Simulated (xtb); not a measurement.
# GFN2-xTB (ALPB ether, etemp 5000 K) run of triplet CH5F2NSi

We compute the charge distribution of triplet CH5F2NSi. 

Program for the calculation: xtb 6.7.1.

5 further runs of the same task are left out: 5 set aside as unsound or not needed.

## Step 1: The molecule

CH5F2NSi has 10 atoms, charge 0, and is taken as a triplet. SMILES of the parent species: `N[SiH2]C(F)F`. The shape was relaxed beforehand at GFN2-xTB. This is one conformer, not always the lowest.

Bond lengths: N1–Si2 1.714 Å, Si2–C3 1.932 Å, C3–F4 1.367 Å, C3–F5 1.363 Å, N1–H6 1.008 Å, N1–H7 1.007 Å, Si2–H8 1.465 Å, Si2–H9 1.459 Å, C3–H10 1.098 Å. Some angles: N1–Si2–C3 101.9°, Si2–C3–F4 110.7°, Si2–C3–F5 111.0°, F4–C3–F5 105.8°, N1–Si2–H8 118.9°, N1–Si2–H9 108.3°, C3–Si2–H8 106.2°, C3–Si2–H9 108.2°, Si2–N1–H6 119.6°, Si2–N1–H7 119.9°.

## Step 2: Energy and one-electron properties at GFN2-xTB (ALPB ether, etemp 5000 K)

Contents of input.xyz:

```xyz
10

N     -0.13589000     0.60705900     1.48441500
Si    -0.65016500     0.46241800    -0.14434400
C      0.74010100    -0.64449400    -0.90337300
F      0.84547800    -1.82374900    -0.21960700
F      0.44584900    -0.98687600    -2.18916900
H      0.24596100    -0.19646500     1.95899100
H     -0.66341600     1.17264200     2.12864800
H     -1.91505700    -0.21958900    -0.42847300
H     -0.57484600     1.77956800    -0.76814100
H      1.74508500    -0.20171400    -0.91614700
```

The run is started by

```
xtb input.xyz --alpb ether --wbo --gfn 2 --fod -c 0 --uhf 2 | tee out.txt
```

**Question.** What will come out? Wanted: total energy; dipole moment; HOMO energy; LUMO energy; dispersion energy; solvent term in the energy; mean polarisability.

Answer, from the run:

Level: GFN2-xTB (ALPB ether, etemp 5000 K).

| quantity | value |
| --- | --- |
| total energy | -18.63513 Eh |
| dipole moment | 3.87 D |
| HOMO energy (partly filled) | -4.23 eV |
| LUMO energy | -4.07 eV |
| dispersion energy | -12.35 kJ/mol |
| solvent term in the energy | -21.1 kJ/mol |
| mean polarisability (D4 model) | 54.5 bohr³ |

**Reading.** Mulliken charges run from -0.36 on N1 to +0.24 on Si2.
